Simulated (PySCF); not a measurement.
# CH5B2F: NMR shifts at several levels of theory

Aim: compute the NMR shifts of CH5B2F (`BCBF`) at several levels, and see how far they spread and what each costs.

Computed with PySCF 2.14.0, with density-fitted response routines of our own, on a single molecule in the gas phase. Atoms are numbered from 0 throughout.

## 1. The molecule as given

9 atoms, charge 0, multiplicity 1; geometry from: PBE0-D3(BJ)/def2-SVP.

Bonds of the start (Å): B0–C1 1.55, C1–B2 1.56, B2–F3 1.32, B0–H4 1.21, B0–H5 1.21, C1–H6 1.11, C1–H7 1.10, B2–H8 1.21.

## 2. NMR shieldings: PBE0/pcSseg-2

The job: settings as JSON, then the geometry in Å.

```
{"job": {"kind": "nmr", "xc": "PBE0", "basis": "pcSseg-2", "pop": false}, "charge": 0, "multiplicity": 1}
B     -1.261823     0.134794    -0.290562
C      0.038843    -0.643556     0.046637
B      1.190175     0.398389     0.214126
F      2.151584     0.469247    -0.694412
H     -1.774445     0.058839    -1.383305
H     -1.765143     0.863052     0.534858
H     -0.086493    -1.042265     1.072606
H      0.305495    -1.429005    -0.673671
H      1.260339     1.173696     1.141764
```

Level: GIAO PBE0/pcSseg-2 NMR shielding, non-relativistic, gas phase.

Launch:

```sh
> OMP_NUM_THREADS=1 python probes_run.py task.json out
```

The driver reads the jobs from task.json and runs them one after another.

Log:

```text
coarse grid: 7448 points
cycle   1  E = -190.4876200646  dE =  1.322e-01  |g| = 5.222e-01  |ddm| = 1.820e+00
cycle   2  E = -190.4506812347  dE =  3.694e-02  |g| = 7.375e-01  |ddm| = 6.150e-01
cycle   3  E = -190.5378423131  dE = -8.716e-02  |g| = 7.435e-02  |ddm| = 3.450e-01
cycle   4  E = -190.5387701652  dE = -9.279e-04  |g| = 2.800e-02  |ddm| = 4.788e-02
cycle   5  E = -190.5389479279  dE = -1.778e-04  |g| = 2.888e-03  |ddm| = 1.736e-02
cycle   6  E = -190.5389501902  dE = -2.262e-06  |g| = 8.789e-04  |ddm| = 3.223e-03
final grid: 72088 points
cycle   7  E = -190.5417570655  dE = -8.427e-05  |g| = 5.616e-03  |ddm| = 2.613e-02
cycle   8  E = -190.5417551773  dE =  1.888e-06  |g| = 6.274e-03  |ddm| = 6.874e-03
cycle   9  E = -190.5417643456  dE = -9.168e-06  |g| = 2.852e-04  |ddm| = 3.604e-03
cycle  10  E = -190.5417643559  dE = -1.034e-08  |g| = 1.978e-04  |ddm| = 2.847e-04
cycle  11  E = -190.5417643627  dE = -6.781e-09  |g| = 5.646e-05  |ddm| = 1.066e-04
cycle  12  E = -190.5417643632  dE = -5.211e-10  |g| = 7.473e-06  |ddm| = 3.003e-05
converged SCF energy = -190.5417643632

GIAO shielding tensors (ppm)
atom      isotropic    diamagn.    paramagn.     s11        s22        s33       span
  0 B       10.643     191.942    -181.299    -66.664    -32.056    130.648    197.312
  1 C      133.011     247.792    -114.782     61.188    139.936    197.908    136.720
  2 B       44.995     192.114    -147.119    -15.478     64.941     85.521    100.999
  3 F      171.790     466.880    -295.089    -10.508     63.960    461.920    472.428
  4 H       23.613      29.158      -5.544     17.029     26.566     27.244     10.215
  5 H       23.392      29.516      -6.124     16.289     26.778     27.107     10.818
  6 H       28.323      29.568      -1.245     25.629     28.296     31.044      5.415
  7 H       28.060      30.053      -1.993     26.344     27.251     30.585      4.240
  8 H       25.600      29.119      -3.518     24.218     24.675     27.908      3.690
```

It took 13 s on 1 thread of Arm Neoverse V1, shared host; peak memory 0.92 GiB.

Shifts follow as δ = σ(reference) − σ, with reference shieldings (ppm) from runs at the same level and on the same kind of geometry: ¹H TMS 31.25, ¹³C TMS 184.1, ¹⁹F CFCl3 175.8, ¹¹B BF3·OEt2 99.1. The references are single molecules in the gas phase, so shifts against H2O, NH3, PH3, H3PO4 or CFCl3 are not on the usual liquid scales and can be off by tens of ppm. Atoms listed in one row are averaged.

```
 atoms                           environment  σ (ppm)  δ (ppm)
    C1                 sp3 CH2 bonded to 2 B    133.0     51.1
H4, H5       hydrogen on a boron bonded to C    23.50     7.74
    H8    hydrogen on a boron bonded to C, F    25.60     5.64
H6, H7  hydrogen on an sp3 CH2 bonded to 2 B    28.19     3.05
    B0                boron bonded to C, 2 H     10.6     88.4
    B2               boron bonded to C, F, H     45.0     54.1
    F3                  fluorine bonded to B    171.8      4.0
```

## 3. NMR shieldings: mPW1PW91/pcSseg-2

Settings changed since step 2:

```diff
@@ -1,2 +1,2 @@
-{"job": {"kind": "nmr", "xc": "PBE0", "basis": "pcSseg-2", "pop": false}, "charge": 0, "multiplicity": 1}
+{"job": {"kind": "nmr", "xc": "mPW1PW91", "basis": "pcSseg-2", "pop": false}, "charge": 0, "multiplicity": 1}
 B     -1.261823     0.134794    -0.290562
```

With the program's defaults for keys left out, this is: GIAO mPW1PW91/pcSseg-2 NMR shielding, non-relativistic, gas phase.

Log:

```text
coarse grid: 7448 points
cycle   1  E = -190.6623473902  dE =  1.321e-01  |g| = 5.380e-01  |ddm| = 1.812e+00
cycle   2  E = -190.6225682527  dE =  3.978e-02  |g| = 7.625e-01  |ddm| = 6.267e-01
cycle   3  E = -190.7148191016  dE = -9.225e-02  |g| = 7.661e-02  |ddm| = 3.548e-01
cycle   4  E = -190.7158124471  dE = -9.933e-04  |g| = 2.811e-02  |ddm| = 4.887e-02
cycle   5  E = -190.7159932064  dE = -1.808e-04  |g| = 2.868e-03  |ddm| = 1.761e-02
cycle   6  E = -190.7159954566  dE = -2.250e-06  |g| = 8.604e-04  |ddm| = 3.187e-03
final grid: 72088 points
cycle   7  E = -190.7180214059  dE = -8.086e-05  |g| = 4.686e-03  |ddm| = 2.679e-02
cycle   8  E = -190.7180202741  dE =  1.132e-06  |g| = 5.177e-03  |ddm| = 5.628e-03
cycle   9  E = -190.7180262999  dE = -6.026e-06  |g| = 3.120e-04  |ddm| = 2.935e-03
cycle  10  E = -190.7180263086  dE = -8.691e-09  |g| = 2.373e-04  |ddm| = 2.764e-04
cycle  11  E = -190.7180263182  dE = -9.540e-09  |g| = 4.657e-05  |ddm| = 1.150e-04
cycle  12  E = -190.7180263186  dE = -3.976e-10  |g| = 6.161e-06  |ddm| = 2.898e-05
converged SCF energy = -190.7180263186

GIAO shielding tensors (ppm)
atom      isotropic    diamagn.    paramagn.     s11        s22        s33       span
  0 B       11.503     192.344    -180.841    -65.398    -30.184    130.091    195.489
  1 C      133.274     247.923    -114.650     62.322    140.157    197.342    135.020
  2 B       45.204     192.361    -147.157    -14.962     65.209     85.363    100.325
  3 F      174.407     466.866    -292.459     -7.821     68.590    462.453    470.274
  4 H       23.734      29.226      -5.492     17.226     26.651     27.325     10.100
  5 H       23.517      29.621      -6.105     16.498     26.874     27.179     10.681
  6 H       28.425      29.621      -1.195     25.720     28.397     31.159      5.439
  7 H       28.167      30.070      -1.904     26.476     27.323     30.701      4.225
  8 H       25.690      29.181      -3.491     24.309     24.772     27.990      3.682
```

Wall time 14 s (1 thread of Arm Neoverse V1, shared host); peak memory 0.92 GiB.

Key values: δ C1 50.3, B0 87.6, B2 53.9, F3 2.8, H4 7.67, H8 5.60 ppm (means over like atoms).

## 4. Shielding tensors: WP04/pcSseg-2

Settings changed since step 3:

```diff
@@ -1,2 +1,2 @@
-{"job": {"kind": "nmr", "xc": "mPW1PW91", "basis": "pcSseg-2", "pop": false}, "charge": 0, "multiplicity": 1}
+{"job": {"kind": "nmr", "xc": "WP04", "basis": "pcSseg-2", "pop": false}, "charge": 0, "multiplicity": 1}
 B     -1.261823     0.134794    -0.290562
```

Method: GIAO WP04/pcSseg-2 NMR shielding, non-relativistic, gas phase.

Log:

```text
coarse grid: 7448 points
cycle   1  E = -194.9668359372  dE =  9.745e-02  |g| = 8.829e-01  |ddm| = 1.762e+00
cycle   2  E = -194.7617457398  dE =  2.051e-01  |g| = 1.433e+00  |ddm| = 1.049e+00
cycle   3  E = -195.0913672057  dE = -3.296e-01  |g| = 1.751e-01  |ddm| = 6.944e-01
cycle   4  E = -195.0968040432  dE = -5.437e-03  |g| = 5.756e-02  |ddm| = 1.122e-01
cycle   5  E = -195.0975947739  dE = -7.907e-04  |g| = 7.047e-03  |ddm| = 3.649e-02
cycle   6  E = -195.0976079905  dE = -1.322e-05  |g| = 2.371e-03  |ddm| = 7.561e-03
cycle   7  E = -195.0976094680  dE = -1.478e-06  |g| = 3.882e-04  |ddm| = 1.906e-03
final grid: 72088 points
cycle   8  E = -195.1027434048  dE = -1.477e-04  |g| = 6.762e-03  |ddm| = 3.475e-02
cycle   9  E = -195.1027375314  dE =  5.873e-06  |g| = 8.285e-03  |ddm| = 8.728e-03
cycle  10  E = -195.1027539381  dE = -1.641e-05  |g| = 3.978e-04  |ddm| = 4.897e-03
cycle  11  E = -195.1027539604  dE = -2.237e-08  |g| = 2.395e-04  |ddm| = 4.179e-04
cycle  12  E = -195.1027539732  dE = -1.276e-08  |g| = 8.061e-05  |ddm| = 1.707e-04
cycle  13  E = -195.1027539742  dE = -9.693e-10  |g| = 1.575e-05  |ddm| = 3.784e-05
converged SCF energy = -195.1027539742

GIAO shielding tensors (ppm)
atom      isotropic    diamagn.    paramagn.     s11        s22        s33       span
  0 B       10.997     191.653    -180.656    -62.446    -24.172    119.609    182.055
  1 C      131.433     245.461    -114.028     70.972    137.085    186.241    115.269
  2 B       40.271     191.928    -151.657    -19.443     62.120     78.135     97.578
  3 F      202.816     469.438    -266.622     27.665    120.335    460.448    432.783
  4 H       25.044      29.800      -4.756     19.260     27.586     28.286      9.026
  5 H       24.888      30.335      -5.447     18.660     27.998     28.008      9.348
  6 H       29.232      29.895      -0.663     26.505     29.165     32.026      5.521
  7 H       29.055      30.369      -1.314     27.573     27.932     31.659      4.086
  8 H       26.633      29.906      -3.273     25.296     25.804     28.798      3.502
```

Wall time 14 s (1 thread of Arm Neoverse V1, shared host); peak memory 0.92 GiB.

This run: δ C1 40.7, B0 83.2, B2 53.9, F3 -25.5, H4 6.64, H8 4.98 ppm (means over like atoms).

## 5. Shielding tensors: B97-2/pcSseg-2

Settings changed since step 4:

```diff
@@ -1,2 +1,2 @@
-{"job": {"kind": "nmr", "xc": "WP04", "basis": "pcSseg-2", "pop": false}, "charge": 0, "multiplicity": 1}
+{"job": {"kind": "nmr", "xc": "B97-2", "basis": "pcSseg-2", "pop": false}, "charge": 0, "multiplicity": 1}
 B     -1.261823     0.134794    -0.290562
```

Level: GIAO B97-2/pcSseg-2 NMR shielding, non-relativistic, gas phase.

Log:

```text
coarse grid: 7448 points
cycle   1  E = -190.6483796072  dE =  1.210e-01  |g| = 5.620e-01  |ddm| = 1.823e+00
cycle   2  E = -190.5959016359  dE =  5.248e-02  |g| = 8.257e-01  |ddm| = 6.702e-01
cycle   3  E = -190.7047377716  dE = -1.088e-01  |g| = 8.437e-02  |ddm| = 3.944e-01
cycle   4  E = -190.7059961532  dE = -1.258e-03  |g| = 2.943e-02  |ddm| = 5.477e-02
cycle   5  E = -190.7061983427  dE = -2.022e-04  |g| = 3.048e-03  |ddm| = 1.855e-02
cycle   6  E = -190.7062009621  dE = -2.619e-06  |g| = 9.605e-04  |ddm| = 3.574e-03
final grid: 72088 points
cycle   7  E = -190.7056196422  dE = -1.018e-04  |g| = 8.966e-03  |ddm| = 3.131e-02
cycle   8  E = -190.7056077752  dE =  1.187e-05  |g| = 1.275e-02  |ddm| = 8.626e-03
cycle   9  E = -190.7056308033  dE = -2.303e-05  |g| = 8.161e-04  |ddm| = 5.071e-03
cycle  10  E = -190.7056309278  dE = -1.244e-07  |g| = 3.012e-04  |ddm| = 6.441e-04
cycle  11  E = -190.7056309504  dE = -2.265e-08  |g| = 5.670e-05  |ddm| = 1.982e-04
cycle  12  E = -190.7056309512  dE = -7.603e-10  |g| = 9.365e-06  |ddm| = 4.242e-05
converged SCF energy = -190.7056309512

GIAO shielding tensors (ppm)
atom      isotropic    diamagn.    paramagn.     s11        s22        s33       span
  0 B       16.604     192.354    -175.751    -57.778    -22.177    129.766    187.544
  1 C      136.038     248.008    -111.970     68.940    142.032    197.142    128.202
  2 B       48.288     192.467    -144.179     -9.024     68.049     85.839     94.863
  3 F      182.511     467.274    -284.763      4.608     81.878    461.046    456.438
  4 H       23.964      29.346      -5.383     17.678     26.773     27.440      9.762
  5 H       23.760      29.756      -5.996     16.979     26.992     27.308     10.329
  6 H       28.574      29.701      -1.127     25.876     28.487     31.359      5.483
  7 H       28.343      30.155      -1.812     26.675     27.423     30.932      4.257
  8 H       25.833      29.315      -3.482     24.435     24.931     28.131      3.696
```

Run time: 14 s. Hardware: 1 thread of Arm Neoverse V1, shared host; peak memory 0.92 GiB.

Key values: δ C1 47.4, B0 83.5, B2 51.8, F3 -5.1, H4 7.50, H8 5.53 ppm (means over like atoms).

## 6. Nuclear shieldings: BHandHLYP/pcSseg-2

Settings changed since step 5:

```diff
@@ -1,2 +1,2 @@
-{"job": {"kind": "nmr", "xc": "B97-2", "basis": "pcSseg-2", "pop": false}, "charge": 0, "multiplicity": 1}
+{"job": {"kind": "nmr", "xc": "BHandHLYP", "basis": "pcSseg-2", "pop": false}, "charge": 0, "multiplicity": 1}
 B     -1.261823     0.134794    -0.290562
```

Level: GIAO BHandHLYP/pcSseg-2 NMR shielding, non-relativistic, gas phase.

Log:

```text
coarse grid: 7448 points
cycle   1  E = -190.6282132311  dE =  1.894e-01  |g| = 5.088e-01  |ddm| = 1.775e+00
cycle   2  E = -190.6331756204  dE = -4.962e-03  |g| = 5.545e-01  |ddm| = 4.901e-01
cycle   3  E = -190.6780234130  dE = -4.485e-02  |g| = 4.724e-02  |ddm| = 2.245e-01
cycle   4  E = -190.6783697746  dE = -3.464e-04  |g| = 2.380e-02  |ddm| = 3.560e-02
cycle   5  E = -190.6785032553  dE = -1.335e-04  |g| = 2.851e-03  |ddm| = 1.692e-02
cycle   6  E = -190.6785054148  dE = -2.160e-06  |g| = 4.619e-04  |ddm| = 2.131e-03
final grid: 72088 points
cycle   7  E = -190.6810891603  dE = -3.424e-05  |g| = 2.652e-03  |ddm| = 1.752e-02
cycle   8  E = -190.6810896617  dE = -5.014e-07  |g| = 2.085e-03  |ddm| = 2.568e-03
cycle   9  E = -190.6810906163  dE = -9.546e-07  |g| = 1.722e-04  |ddm| = 1.165e-03
cycle  10  E = -190.6810906212  dE = -4.932e-09  |g| = 9.102e-05  |ddm| = 1.300e-04
cycle  11  E = -190.6810906224  dE = -1.208e-09  |g| = 1.079e-05  |ddm| = 3.721e-05
cycle  12  E = -190.6810906224  dE = -3.718e-11  |g| = 3.373e-06  |ddm| = 1.092e-05
converged SCF energy = -190.6810906224

GIAO shielding tensors (ppm)
atom      isotropic    diamagn.    paramagn.     s11        s22        s33       span
  0 B       16.214     190.150    -173.936    -59.957    -22.178    130.778    190.736
  1 C      138.413     245.524    -107.111     71.277    145.189    198.773    127.496
  2 B       48.593     190.696    -142.103    -13.121     71.180     87.722    100.843
  3 F      199.832     467.567    -267.735     22.982    107.962    468.552    445.570
  4 H       24.133      29.179      -5.046     17.998     26.820     27.581      9.583
  5 H       23.932      29.544      -5.612     17.288     27.213     27.296     10.007
  6 H       28.941      29.741      -0.800     26.017     29.022     31.783      5.766
  7 H       28.639      30.190      -1.551     27.025     27.594     31.298      4.273
  8 H       26.056      29.214      -3.157     24.520     25.194     28.455      3.934
```

Wall time 14 s (1 thread of Arm Neoverse V1, shared host); peak memory 0.92 GiB.

Key values: δ C1 45.9, B0 87.3, B2 55.0, F3 2.2, H4 7.42, H8 5.39 ppm (means over like atoms).

## 7. NMR shieldings: CAM-B3LYP/pcSseg-2

Settings changed since step 6:

```diff
@@ -1,2 +1,2 @@
-{"job": {"kind": "nmr", "xc": "BHandHLYP", "basis": "pcSseg-2", "pop": false}, "charge": 0, "multiplicity": 1}
+{"job": {"kind": "nmr", "xc": "CAM-B3LYP", "basis": "pcSseg-2", "pop": false}, "charge": 0, "multiplicity": 1}
 B     -1.261823     0.134794    -0.290562
```

Method: GIAO CAM-B3LYP/pcSseg-2 NMR shielding, non-relativistic, gas phase.

Log:

```text
coarse grid: 7448 points
cycle   1  E = -190.6283080226  dE =  2.032e-01  |g| = 5.423e-01  |ddm| = 1.776e+00
cycle   2  E = -190.6157208896  dE =  1.259e-02  |g| = 6.861e-01  |ddm| = 5.430e-01
cycle   3  E = -190.6828172791  dE = -6.710e-02  |g| = 5.826e-02  |ddm| = 2.703e-01
cycle   4  E = -190.6833759911  dE = -5.587e-04  |g| = 2.716e-02  |ddm| = 4.105e-02
cycle   5  E = -190.6835472828  dE = -1.713e-04  |g| = 3.207e-03  |ddm| = 1.994e-02
cycle   6  E = -190.6835500173  dE = -2.734e-06  |g| = 5.761e-04  |ddm| = 2.753e-03
final grid: 72088 points
cycle   7  E = -190.6866446983  dE = -6.103e-05  |g| = 3.696e-03  |ddm| = 2.078e-02
cycle   8  E = -190.6866451574  dE = -4.591e-07  |g| = 3.350e-03  |ddm| = 3.533e-03
cycle   9  E = -190.6866473425  dE = -2.185e-06  |g| = 3.497e-04  |ddm| = 1.677e-03
cycle  10  E = -190.6866473488  dE = -6.332e-09  |g| = 2.639e-04  |ddm| = 2.217e-04
cycle  11  E = -190.6866473599  dE = -1.108e-08  |g| = 1.032e-05  |ddm| = 1.070e-04
cycle  12  E = -190.6866473599  dE = -5.315e-11  |g| = 3.359e-06  |ddm| = 1.598e-05
converged SCF energy = -190.6866473599

GIAO shielding tensors (ppm)
atom      isotropic    diamagn.    paramagn.     s11        s22        s33       span
  0 B        5.816     189.792    -183.976    -74.457    -38.108    130.013    204.470
  1 C      131.951     244.736    -112.785     60.158    139.182    196.512    136.353
  2 B       41.593     190.491    -148.898    -22.455     63.135     84.098    106.553
  3 F      174.552     467.018    -292.466     -5.652     64.640    464.667    470.319
  4 H       23.741      29.036      -5.296     17.120     26.692     27.411     10.291
  5 H       23.521      29.338      -5.817     16.367     27.011     27.184     10.817
  6 H       28.563      29.620      -1.057     25.820     28.703     31.165      5.345
  7 H       28.293      30.236      -1.943     26.633     27.481     30.764      4.131
  8 H       25.736      29.076      -3.339     24.316     24.850     28.043      3.727
```

Run time: 19 s. Hardware: 1 thread of Arm Neoverse V1, shared host; peak memory 0.97 GiB.

This run: δ C1 50.6, B0 92.1, B2 56.3, F3 11.5, H4 7.71, H8 5.60 ppm (means over like atoms).

## 8. Nuclear shieldings: wB97X-D/pcSseg-2

Settings changed since step 7:

```diff
@@ -1,2 +1,2 @@
-{"job": {"kind": "nmr", "xc": "CAM-B3LYP", "basis": "pcSseg-2", "pop": false}, "charge": 0, "multiplicity": 1}
+{"job": {"kind": "nmr", "xc": "wB97X-D", "basis": "pcSseg-2", "pop": false}, "charge": 0, "multiplicity": 1}
 B     -1.261823     0.134794    -0.290562
```

With the program's defaults for keys left out, this is: GIAO wB97X-D/pcSseg-2 NMR shielding, non-relativistic, gas phase.

Log:

```text
coarse grid: 7448 points
cycle   1  E = -190.6559809354  dE =  2.302e-01  |g| = 5.349e-01  |ddm| = 1.782e+00
cycle   2  E = -190.6581902984  dE = -2.209e-03  |g| = 6.158e-01  |ddm| = 4.952e-01
cycle   3  E = -190.7104252439  dE = -5.223e-02  |g| = 4.849e-02  |ddm| = 2.278e-01
cycle   4  E = -190.7108892886  dE = -4.640e-04  |g| = 2.388e-02  |ddm| = 4.073e-02
cycle   5  E = -190.7110298970  dE = -1.406e-04  |g| = 3.370e-03  |ddm| = 1.939e-02
cycle   6  E = -190.7110331496  dE = -3.253e-06  |g| = 6.418e-04  |ddm| = 3.227e-03
final grid: 72088 points
cycle   7  E = -190.7128035957  dE = -1.633e-04  |g| = 7.407e-03  |ddm| = 4.226e-02
cycle   8  E = -190.7128044032  dE = -8.074e-07  |g| = 7.930e-03  |ddm| = 7.066e-03
cycle   9  E = -190.7128139040  dE = -9.501e-06  |g| = 7.056e-04  |ddm| = 2.923e-03
cycle  10  E = -190.7128139911  dE = -8.711e-08  |g| = 3.785e-04  |ddm| = 6.995e-04
cycle  11  E = -190.7128140275  dE = -3.640e-08  |g| = 4.708e-05  |ddm| = 2.613e-04
cycle  12  E = -190.7128140292  dE = -1.749e-09  |g| = 1.246e-05  |ddm| = 9.811e-05
cycle  13  E = -190.7128140293  dE = -1.228e-10  |g| = 3.479e-06  |ddm| = 2.074e-05
converged SCF energy = -190.7128140293

GIAO shielding tensors (ppm)
atom      isotropic    diamagn.    paramagn.     s11        s22        s33       span
  0 B       15.782     192.114    -176.332    -59.888    -24.111    131.345    191.233
  1 C      137.180     247.521    -110.341     69.191    143.410    198.941    129.750
  2 B       47.326     192.519    -145.192    -11.917     67.508     86.388     98.305
  3 F      184.219     465.635    -281.415      5.575     79.432    467.651    462.077
  4 H       23.948      29.190      -5.243     17.674     26.740     27.429      9.756
  5 H       23.729      29.591      -5.861     16.948     27.024     27.215     10.267
  6 H       28.669      29.814      -1.145     25.850     28.600     31.557      5.707
  7 H       28.415      30.258      -1.842     26.756     27.417     31.073      4.317
  8 H       25.830      29.202      -3.372     24.385     24.929     28.176      3.791
```

It took 19 s on 1 thread of Arm Neoverse V1, shared host; peak memory 0.85 GiB.

In short: δ C1 47.2, B0 84.2, B2 52.6, F3 2.2, H4 7.52, H8 5.53 ppm (means over like atoms).

## 9. NMR shieldings: LC-wPBE/pcSseg-2

Settings changed since step 8:

```diff
@@ -1,2 +1,2 @@
-{"job": {"kind": "nmr", "xc": "wB97X-D", "basis": "pcSseg-2", "pop": false}, "charge": 0, "multiplicity": 1}
+{"job": {"kind": "nmr", "xc": "LC-wPBE", "basis": "pcSseg-2", "pop": false}, "charge": 0, "multiplicity": 1}
 B     -1.261823     0.134794    -0.290562
```

Level: GIAO LC-wPBE/pcSseg-2 NMR shielding, non-relativistic, gas phase.

Log:

```text
coarse grid: 7448 points
cycle   1  E = -190.5827319437  dE =  2.888e-01  |g| = 5.349e-01  |ddm| = 1.759e+00
cycle   2  E = -190.5956108704  dE = -1.288e-02  |g| = 5.835e-01  |ddm| = 4.664e-01
cycle   3  E = -190.6406732876  dE = -4.506e-02  |g| = 4.810e-02  |ddm| = 2.054e-01
cycle   4  E = -190.6413037671  dE = -6.305e-04  |g| = 2.067e-02  |ddm| = 5.013e-02
cycle   5  E = -190.6414212342  dE = -1.175e-04  |g| = 4.377e-03  |ddm| = 2.019e-02
cycle   6  E = -190.6414273374  dE = -6.103e-06  |g| = 9.263e-04  |ddm| = 3.664e-03
final grid: 72088 points
cycle   7  E = -190.6445695046  dE = -1.114e-04  |g| = 5.137e-03  |ddm| = 3.346e-02
cycle   8  E = -190.6445710027  dE = -1.498e-06  |g| = 4.863e-03  |ddm| = 3.861e-03
cycle   9  E = -190.6445744453  dE = -3.443e-06  |g| = 5.905e-04  |ddm| = 1.857e-03
cycle  10  E = -190.6445744924  dE = -4.706e-08  |g| = 2.517e-04  |ddm| = 4.336e-04
cycle  11  E = -190.6445745058  dE = -1.339e-08  |g| = 3.054e-05  |ddm| = 1.495e-04
cycle  12  E = -190.6445745062  dE = -4.763e-10  |g| = 9.202e-06  |ddm| = 4.997e-05
converged SCF energy = -190.6445745062

GIAO shielding tensors (ppm)
atom      isotropic    diamagn.    paramagn.     s11        s22        s33       span
  0 B        6.229     190.990    -184.761    -75.195    -40.529    134.413    209.608
  1 C      139.465     246.096    -106.631     69.412    146.581    202.400    132.988
  2 B       42.824     191.887    -149.062    -21.881     62.898     87.456    109.338
  3 F      180.402     466.276    -285.874      0.983     66.768    473.454    472.471
  4 H       23.632      29.119      -5.487     16.974     26.601     27.319     10.345
  5 H       23.405      29.457      -6.052     16.223     26.925     27.067     10.844
  6 H       28.502      29.696      -1.194     25.530     28.499     31.479      5.949
  7 H       28.251      30.184      -1.933     26.559     27.229     30.964      4.405
  8 H       25.701      29.192      -3.491     24.226     24.817     28.060      3.833
```

It took 24 s on 1 thread of Arm Neoverse V1, shared host; peak memory 0.94 GiB.

This run: δ C1 48.8, B0 92.7, B2 56.1, F3 23.2, H4 7.80, H8 5.62 ppm (means over like atoms).

(Part 1 of 2 ends here.)
